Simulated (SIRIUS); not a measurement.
# Ga3Se (Pm-3m) in SIRIUS: equation of state, part 3 of 3

SIRIUS 7.12.0.

### 5 Equation of state, PBEsol, 22.21 Å³/atom (volume scaled by 1.02)

File sirius.json:

```json
{
  "control": {
    "processing_unit": "cpu",
    "std_evp_solver_name": "lapack",
    "gen_evp_solver_name": "lapack",
    "verbosity": 2,
    "print_forces": false,
    "ortho_rf": true,
    "use_second_variation": true,
    "rmt_max": 3.0,
    "num_bands_to_print": 24,
    "save_wf": true
  },
  "parameters": {
    "electronic_structure_method": "full_potential_lapwlo",
    "xc_functionals": ["XC_GGA_X_PBE_SOL", "XC_GGA_C_PBE_SOL"],
    "core_relativity": "dirac",
    "valence_relativity": "iora",
    "num_fv_states": 52,
    "smearing": "fermi_dirac",
    "smearing_width": 0.0018374661,
    "pw_cutoff": 20,
    "gk_cutoff": 3.5,
    "lmax_apw": 10,
    "lmax_rho": 8,
    "lmax_pot": 8,
    "num_mag_dims": 0,
    "auto_rmt": 0,
    "ngridk": [6, 6, 6],
    "shiftk": [0, 0, 0],
    "num_dft_iter": 80,
    "energy_tol": 1e-07,
    "density_tol": 1e-05,
    "use_symmetry": true
  },
  "settings": {"tol_ne": 1e-10},
  "iterative_solver": {"type": "exact"},
  "mixer": {"type": "anderson", "beta": 0.5, "max_history": 8},
  "unit_cell": {
    "lattice_vectors": [[8.4316176819, 0.0, 0.0], [0.0, 8.4316176819, 0.0], [0.0, 0.0, 8.4316176819]],
    "atom_types": ["Ga", "Se"],
    "atom_files": {"Ga": "Ga.json", "Se": "Se.json"},
    "atoms": {"Ga": [[0.5, 0.5, 0.0], [0.5, 0.0, 0.5], [0.0, 0.5, 0.5]], "Se": [[0.0, 0.0, 0.0]]}
  }
}
```

File Ga.json:

```json
{
  "name": "gallium",
  "symbol": "Ga",
  "number": 31,
  "mass": 69.723,
  "rmin": 1e-06,
  "rmt": 2.4,
  "nrmt": 800,
  "rinf": 19.67,
  "core": "1s2s2p",
  "valence": [
    {"basis": [{"enu": -0.04, "dme": 0, "n": 0, "auto": 0}, {"enu": -0.04, "dme": 1, "n": 0, "auto": 0}]},
    {"l": 0, "n": 1, "basis": [{"enu": -0.0079, "dme": 0, "n": 0, "auto": 0}]},
    {"l": 1, "n": 2, "basis": [{"enu": 0.06, "dme": 0, "n": 0, "auto": 0}]},
    {"l": 2, "n": 3, "basis": [{"enu": 0.06, "dme": 0, "n": 0, "auto": 0}]},
    {"l": 3, "n": 4, "basis": [{"enu": 0.06, "dme": 0, "n": 0, "auto": 0}]}
  ],
  "lo": [
    {
      "l": 0,
      "basis": [{"enu": -0.0079, "dme": 0, "n": 0, "auto": 0}, {"enu": -0.0079, "dme": 1, "n": 0, "auto": 0}]
    },
    {
      "l": 0,
      "basis": [{"enu": -5.2443, "dme": 0, "n": 3, "auto": 1}, {"enu": -5.2443, "dme": 1, "n": 3, "auto": 1}]
    },
    {
      "l": 0,
      "basis": [{"enu": -5.2443, "dme": 1, "n": 3, "auto": 1}, {"enu": -0.0079, "dme": 0, "n": 0, "auto": 0}]
    },
    {
      "l": 0,
      "basis": [{"enu": -0.0079, "dme": 0, "n": 0, "auto": 0}, {"enu": 2.7698, "dme": 0, "n": 0, "auto": 0}]
    },
    {"l": 1, "basis": [{"enu": 0.06, "dme": 0, "n": 0, "auto": 0}, {"enu": 0.06, "dme": 1, "n": 0, "auto": 0}]},
    {
      "l": 1,
      "basis": [{"enu": -3.4608, "dme": 0, "n": 3, "auto": 1}, {"enu": -3.4608, "dme": 1, "n": 3, "auto": 1}]
    },
    {
      "l": 1,
      "basis": [{"enu": -3.4608, "dme": 1, "n": 3, "auto": 1}, {"enu": 0.06, "dme": 0, "n": 0, "auto": 0}]
    },
    {"l": 1, "basis": [{"enu": 0.06, "dme": 0, "n": 0, "auto": 0}, {"enu": 3.2544, "dme": 0, "n": 0, "auto": 0}]},
    {"l": 2, "basis": [{"enu": 0.06, "dme": 0, "n": 0, "auto": 0}, {"enu": 0.06, "dme": 1, "n": 0, "auto": 0}]},
    {
      "l": 2,
      "basis": [{"enu": -0.5541, "dme": 0, "n": 3, "auto": 1}, {"enu": -0.5541, "dme": 1, "n": 3, "auto": 1}]
    },
    {
      "l": 2,
      "basis": [{"enu": -0.5541, "dme": 1, "n": 3, "auto": 1}, {"enu": 0.06, "dme": 0, "n": 0, "auto": 0}]
    },
    {"l": 2, "basis": [{"enu": 0.06, "dme": 0, "n": 0, "auto": 0}, {"enu": 3.6711, "dme": 0, "n": 0, "auto": 0}]},
    {"l": 3, "basis": [{"enu": 0.06, "dme": 0, "n": 0, "auto": 0}, {"enu": 0.06, "dme": 1, "n": 0, "auto": 0}]},
    {"l": 3, "basis": [{"enu": 0.06, "dme": 0, "n": 0, "auto": 0}, {"enu": 3.0808, "dme": 0, "n": 0, "auto": 0}]}
  ],
  "free_atom": [... radial grid and density of the free atom, the start of the SCF ...]
}
```

File Se.json:

```json
{
  "name": "selenium",
  "symbol": "Se",
  "number": 34,
  "mass": 78.96,
  "rmin": 1e-06,
  "rmt": 2.4,
  "nrmt": 800,
  "rinf": 13.6,
  "core": "1s2s2p3s",
  "valence": [
    {"basis": [{"enu": -0.04, "dme": 0, "n": 0, "auto": 0}, {"enu": -0.04, "dme": 1, "n": 0, "auto": 0}]},
    {"l": 0, "n": 1, "basis": [{"enu": -0.0883, "dme": 0, "n": 0, "auto": 0}]},
    {"l": 1, "n": 2, "basis": [{"enu": 0.06, "dme": 0, "n": 0, "auto": 0}]},
    {"l": 2, "n": 3, "basis": [{"enu": 0.06, "dme": 0, "n": 0, "auto": 0}]},
    {"l": 3, "n": 4, "basis": [{"enu": 0.06, "dme": 0, "n": 0, "auto": 0}]}
  ],
  "lo": [
    {
      "l": 0,
      "basis": [{"enu": -0.0883, "dme": 0, "n": 0, "auto": 0}, {"enu": -0.0883, "dme": 1, "n": 0, "auto": 0}]
    },
    {
      "l": 0,
      "basis": [{"enu": -0.0883, "dme": 1, "n": 0, "auto": 0}, {"enu": -0.0883, "dme": 2, "n": 0, "auto": 0}]
    },
    {
      "l": 0,
      "basis": [{"enu": -0.0883, "dme": 0, "n": 0, "auto": 0}, {"enu": 1.995, "dme": 0, "n": 0, "auto": 0}]
    },
    {"l": 1, "basis": [{"enu": 0.06, "dme": 0, "n": 0, "auto": 0}, {"enu": 0.06, "dme": 1, "n": 0, "auto": 0}]},
    {
      "l": 1,
      "basis": [{"enu": -5.3006, "dme": 0, "n": 3, "auto": 1}, {"enu": -5.3006, "dme": 1, "n": 3, "auto": 1}]
    },
    {
      "l": 1,
      "basis": [{"enu": -5.3006, "dme": 1, "n": 3, "auto": 1}, {"enu": 0.06, "dme": 0, "n": 0, "auto": 0}]
    },
    {"l": 1, "basis": [{"enu": 0.06, "dme": 0, "n": 0, "auto": 0}, {"enu": 3.2544, "dme": 0, "n": 0, "auto": 0}]},
    {"l": 2, "basis": [{"enu": 0.06, "dme": 0, "n": 0, "auto": 0}, {"enu": 0.06, "dme": 1, "n": 0, "auto": 0}]},
    {
      "l": 2,
      "basis": [{"enu": -1.6595, "dme": 0, "n": 3, "auto": 1}, {"enu": -1.6595, "dme": 1, "n": 3, "auto": 1}]
    },
    {
      "l": 2,
      "basis": [{"enu": -1.6595, "dme": 1, "n": 3, "auto": 1}, {"enu": 0.06, "dme": 0, "n": 0, "auto": 0}]
    },
    {"l": 2, "basis": [{"enu": 0.06, "dme": 0, "n": 0, "auto": 0}, {"enu": 3.6711, "dme": 0, "n": 0, "auto": 0}]},
    {"l": 3, "basis": [{"enu": 0.06, "dme": 0, "n": 0, "auto": 0}, {"enu": 0.06, "dme": 1, "n": 0, "auto": 0}]},
    {"l": 3, "basis": [{"enu": 0.06, "dme": 0, "n": 0, "auto": 0}, {"enu": 3.0808, "dme": 0, "n": 0, "auto": 0}]}
  ],
  "free_atom": [... radial grid and density of the free atom, the start of the SCF ...]
}
```

File sirius_start.json:

```json
{
  "control": {
    "processing_unit": "cpu",
    "std_evp_solver_name": "lapack",
    "gen_evp_solver_name": "lapack",
    "verbosity": 1,
    "print_forces": false,
    "ortho_rf": true,
    "use_second_variation": true,
    "rmt_max": 3.0,
    "num_bands_to_print": 24,
    "save_wf": false
  },
  "parameters": {
    "electronic_structure_method": "full_potential_lapwlo",
    "xc_functionals": ["XC_LDA_X", "XC_LDA_C_PW"],
    "core_relativity": "dirac",
    "valence_relativity": "iora",
    "num_fv_states": 52,
    "smearing": "fermi_dirac",
    "smearing_width": 0.0055123983,
    "pw_cutoff": 20,
    "gk_cutoff": 2.8,
    "lmax_apw": 10,
    "lmax_rho": 8,
    "lmax_pot": 8,
    "num_mag_dims": 0,
    "auto_rmt": 0,
    "ngridk": [2, 2, 2],
    "shiftk": [0, 0, 0],
    "num_dft_iter": 30,
    "energy_tol": 0.01,
    "density_tol": 0.05,
    "use_symmetry": true
  },
  "settings": {"tol_ne": 1e-10},
  "iterative_solver": {"type": "exact"},
  "mixer": {"type": "anderson", "beta": 0.5, "max_history": 8},
  "unit_cell": {
    "lattice_vectors": [[8.4316176819, 0.0, 0.0], [0.0, 8.4316176819, 0.0], [0.0, 0.0, 8.4316176819]],
    "atom_types": ["Ga", "Se"],
    "atom_files": {"Ga": "Ga.json", "Se": "Se.json"},
    "atoms": {"Ga": [[0.5, 0.5, 0.0], [0.5, 0.0, 0.5], [0.0, 0.5, 0.5]], "Se": [[0.0, 0.0, 0.0]]}
  }
}
```

The run is started by

```sh
$ OMP_NUM_THREADS=1 sirius.scf --input=sirius_start.json --output=start.json
$ OMP_NUM_THREADS=1 sirius.scf --input=sirius.json --output=output.json --task=1
```

Wall time 3.8 min (1 thread of Intel Xeon at 2.50GHz (Skylake/Cascade Lake), shared host); peak memory 0.7 GiB.

The run converged. Its results:

```
Free energy                                       : -224671.4227 eV
Band gap on the k mesh                            : none (metal or under the smearing width)
All electrons inside the program's atomic spheres : Se 32.34; Ga 29.45 (radii Ga 2.4, Se 2.4 bohr)
```

### 6 Equation of state, PBEsol, 22.64 Å³/atom (volume scaled by 1.04)

sirius.json, as its differences from that of step 5:

```diff
@@ -39,3 +39,3 @@
   "unit_cell": {
-    "lattice_vectors": [[8.4316176819, 0.0, 0.0], [0.0, 8.4316176819, 0.0], [0.0, 0.0, 8.4316176819]],
+    "lattice_vectors": [[8.4863699804, 0.0, 0.0], [0.0, 8.4863699804, 0.0], [0.0, 0.0, 8.4863699804]],
     "atom_types": ["Ga", "Se"],
```

Ga.json is that of step 5.

Se.json is that of step 5.

sirius_start.json, as its differences from that of step 5:

```diff
@@ -39,3 +39,3 @@
   "unit_cell": {
-    "lattice_vectors": [[8.4316176819, 0.0, 0.0], [0.0, 8.4316176819, 0.0], [0.0, 0.0, 8.4316176819]],
+    "lattice_vectors": [[8.4863699804, 0.0, 0.0], [0.0, 8.4863699804, 0.0], [0.0, 0.0, 8.4863699804]],
     "atom_types": ["Ga", "Se"],
```

Potentials or basis: all-electron FP-LAPW, apw+lo standard.

The run is started by

```sh
$ OMP_NUM_THREADS=1 sirius.scf --input=sirius_start.json --output=start.json
$ OMP_NUM_THREADS=1 sirius.scf --input=sirius.json --output=output.json --task=1
```

It took 4.2 min on 1 thread of Intel Xeon at 2.50GHz (Skylake/Cascade Lake), shared host; peak memory 0.7 GiB.

It converged, with:

```yaml
Free_energy: -224671.3729 eV
Band_gap_on_the_k_mesh: none (metal or under the smearing width)
All_electrons_inside_the_program's_atomic_spheres: Se 32.33; Ga 29.44 (radii Ga 2.4, Se 2.4 bohr)
```

### 7 Equation of state, PBEsol, 23.08 Å³/atom (volume scaled by 1.06)

sirius.json, as its differences from that of step 6:

```diff
@@ -39,3 +39,3 @@
   "unit_cell": {
-    "lattice_vectors": [[8.4863699804, 0.0, 0.0], [0.0, 8.4863699804, 0.0], [0.0, 0.0, 8.4863699804]],
+    "lattice_vectors": [[8.5404247496, 0.0, 0.0], [0.0, 8.5404247496, 0.0], [0.0, 0.0, 8.5404247496]],
     "atom_types": ["Ga", "Se"],
```

File Ga.json:

```json
{
  "name": "gallium",
  "symbol": "Ga",
  "number": 31,
  "mass": 69.723,
  "rmin": 1e-06,
  "rmt": 2.4,
  "nrmt": 800,
  "rinf": 19.67,
  "core": "1s2s2p",
  "valence": [
    {"basis": [{"enu": -0.05, "dme": 0, "n": 0, "auto": 0}, {"enu": -0.05, "dme": 1, "n": 0, "auto": 0}]},
    {"l": 0, "n": 1, "basis": [{"enu": -0.0179, "dme": 0, "n": 0, "auto": 0}]},
    {"l": 1, "n": 2, "basis": [{"enu": 0.05, "dme": 0, "n": 0, "auto": 0}]},
    {"l": 2, "n": 3, "basis": [{"enu": 0.05, "dme": 0, "n": 0, "auto": 0}]},
    {"l": 3, "n": 4, "basis": [{"enu": 0.05, "dme": 0, "n": 0, "auto": 0}]}
  ],
  "lo": [
    {
      "l": 0,
      "basis": [{"enu": -0.0179, "dme": 0, "n": 0, "auto": 0}, {"enu": -0.0179, "dme": 1, "n": 0, "auto": 0}]
    },
    {
      "l": 0,
      "basis": [{"enu": -5.2543, "dme": 0, "n": 3, "auto": 1}, {"enu": -5.2543, "dme": 1, "n": 3, "auto": 1}]
    },
    {
      "l": 0,
      "basis": [{"enu": -5.2543, "dme": 1, "n": 3, "auto": 1}, {"enu": -0.0179, "dme": 0, "n": 0, "auto": 0}]
    },
    {
      "l": 0,
      "basis": [{"enu": -0.0179, "dme": 0, "n": 0, "auto": 0}, {"enu": 2.7598, "dme": 0, "n": 0, "auto": 0}]
    },
    {"l": 1, "basis": [{"enu": 0.05, "dme": 0, "n": 0, "auto": 0}, {"enu": 0.05, "dme": 1, "n": 0, "auto": 0}]},
    {
      "l": 1,
      "basis": [{"enu": -3.4708, "dme": 0, "n": 3, "auto": 1}, {"enu": -3.4708, "dme": 1, "n": 3, "auto": 1}]
    },
    {
      "l": 1,
      "basis": [{"enu": -3.4708, "dme": 1, "n": 3, "auto": 1}, {"enu": 0.05, "dme": 0, "n": 0, "auto": 0}]
    },
    {"l": 1, "basis": [{"enu": 0.05, "dme": 0, "n": 0, "auto": 0}, {"enu": 3.2444, "dme": 0, "n": 0, "auto": 0}]},
    {"l": 2, "basis": [{"enu": 0.05, "dme": 0, "n": 0, "auto": 0}, {"enu": 0.05, "dme": 1, "n": 0, "auto": 0}]},
    {
      "l": 2,
      "basis": [{"enu": -0.5641, "dme": 0, "n": 3, "auto": 1}, {"enu": -0.5641, "dme": 1, "n": 3, "auto": 1}]
    },
    {
      "l": 2,
      "basis": [{"enu": -0.5641, "dme": 1, "n": 3, "auto": 1}, {"enu": 0.05, "dme": 0, "n": 0, "auto": 0}]
    },
    {"l": 2, "basis": [{"enu": 0.05, "dme": 0, "n": 0, "auto": 0}, {"enu": 3.6611, "dme": 0, "n": 0, "auto": 0}]},
    {"l": 3, "basis": [{"enu": 0.05, "dme": 0, "n": 0, "auto": 0}, {"enu": 0.05, "dme": 1, "n": 0, "auto": 0}]},
    {"l": 3, "basis": [{"enu": 0.05, "dme": 0, "n": 0, "auto": 0}, {"enu": 3.0708, "dme": 0, "n": 0, "auto": 0}]}
  ],
  "free_atom": [... radial grid and density of the free atom, the start of the SCF ...]
}
```

File Se.json:

```json
{
  "name": "selenium",
  "symbol": "Se",
  "number": 34,
  "mass": 78.96,
  "rmin": 1e-06,
  "rmt": 2.4,
  "nrmt": 800,
  "rinf": 13.6,
  "core": "1s2s2p3s",
  "valence": [
    {"basis": [{"enu": -0.05, "dme": 0, "n": 0, "auto": 0}, {"enu": -0.05, "dme": 1, "n": 0, "auto": 0}]},
    {"l": 0, "n": 1, "basis": [{"enu": -0.0983, "dme": 0, "n": 0, "auto": 0}]},
    {"l": 1, "n": 2, "basis": [{"enu": 0.05, "dme": 0, "n": 0, "auto": 0}]},
    {"l": 2, "n": 3, "basis": [{"enu": 0.05, "dme": 0, "n": 0, "auto": 0}]},
    {"l": 3, "n": 4, "basis": [{"enu": 0.05, "dme": 0, "n": 0, "auto": 0}]}
  ],
  "lo": [
    {
      "l": 0,
      "basis": [{"enu": -0.0983, "dme": 0, "n": 0, "auto": 0}, {"enu": -0.0983, "dme": 1, "n": 0, "auto": 0}]
    },
    {
      "l": 0,
      "basis": [{"enu": -0.0983, "dme": 1, "n": 0, "auto": 0}, {"enu": -0.0983, "dme": 2, "n": 0, "auto": 0}]
    },
    {
      "l": 0,
      "basis": [{"enu": -0.0983, "dme": 0, "n": 0, "auto": 0}, {"enu": 1.985, "dme": 0, "n": 0, "auto": 0}]
    },
    {"l": 1, "basis": [{"enu": 0.05, "dme": 0, "n": 0, "auto": 0}, {"enu": 0.05, "dme": 1, "n": 0, "auto": 0}]},
    {
      "l": 1,
      "basis": [{"enu": -5.3106, "dme": 0, "n": 3, "auto": 1}, {"enu": -5.3106, "dme": 1, "n": 3, "auto": 1}]
    },
    {
      "l": 1,
      "basis": [{"enu": -5.3106, "dme": 1, "n": 3, "auto": 1}, {"enu": 0.05, "dme": 0, "n": 0, "auto": 0}]
    },
    {"l": 1, "basis": [{"enu": 0.05, "dme": 0, "n": 0, "auto": 0}, {"enu": 3.2444, "dme": 0, "n": 0, "auto": 0}]},
    {"l": 2, "basis": [{"enu": 0.05, "dme": 0, "n": 0, "auto": 0}, {"enu": 0.05, "dme": 1, "n": 0, "auto": 0}]},
    {
      "l": 2,
      "basis": [{"enu": -1.6695, "dme": 0, "n": 3, "auto": 1}, {"enu": -1.6695, "dme": 1, "n": 3, "auto": 1}]
    },
    {
      "l": 2,
      "basis": [{"enu": -1.6695, "dme": 1, "n": 3, "auto": 1}, {"enu": 0.05, "dme": 0, "n": 0, "auto": 0}]
    },
    {"l": 2, "basis": [{"enu": 0.05, "dme": 0, "n": 0, "auto": 0}, {"enu": 3.6611, "dme": 0, "n": 0, "auto": 0}]},
    {"l": 3, "basis": [{"enu": 0.05, "dme": 0, "n": 0, "auto": 0}, {"enu": 0.05, "dme": 1, "n": 0, "auto": 0}]},
    {"l": 3, "basis": [{"enu": 0.05, "dme": 0, "n": 0, "auto": 0}, {"enu": 3.0708, "dme": 0, "n": 0, "auto": 0}]}
  ],
  "free_atom": [... radial grid and density of the free atom, the start of the SCF ...]
}
```

sirius_start.json, as its differences from that of step 6:

```diff
@@ -39,3 +39,3 @@
   "unit_cell": {
-    "lattice_vectors": [[8.4863699804, 0.0, 0.0], [0.0, 8.4863699804, 0.0], [0.0, 0.0, 8.4863699804]],
+    "lattice_vectors": [[8.5404247496, 0.0, 0.0], [0.0, 8.5404247496, 0.0], [0.0, 0.0, 8.5404247496]],
     "atom_types": ["Ga", "Se"],
```

The run is started by

```sh
$ OMP_NUM_THREADS=1 sirius.scf --input=sirius_start.json --output=start.json
$ OMP_NUM_THREADS=1 sirius.scf --input=sirius.json --output=output.json --task=1
```

Wall time 3.9 min (1 thread of Intel Xeon at 2.50GHz (Skylake/Cascade Lake), shared host); peak memory 0.71 GiB.

The run converged. Its results:

- Free energy: -224671.3191 eV
- Band gap on the k mesh: none (metal or under the smearing width)
- All electrons inside the program's atomic spheres: Se 32.33; Ga 29.43 (radii Ga 2.4, Se 2.4 bohr)

### 8 Equation of state, PBEsol

Potentials or basis: all-electron FP-LAPW, apw+lo standard.

No new run: the results of the series are fitted here.

Results:

```
Equilibrium volume : 19.95 Å³/atom (rough: see the caveat)
Bulk modulus       : 53 GPa (rough)
```

Energy against volume, from the lowest point:
| volume (Å³/atom) | energy (meV/atom) |
| --- | --- |
| 20.465 | 0.00 |
| 20.900 | 4.61 |
| 21.335 | 11.78 |
| 21.771 | 20.75 |
| 22.206 | 31.38 |
| 22.642 | 43.82 |
| 23.077 | 57.27 |

Caveat: the minimum lies outside the volumes run.
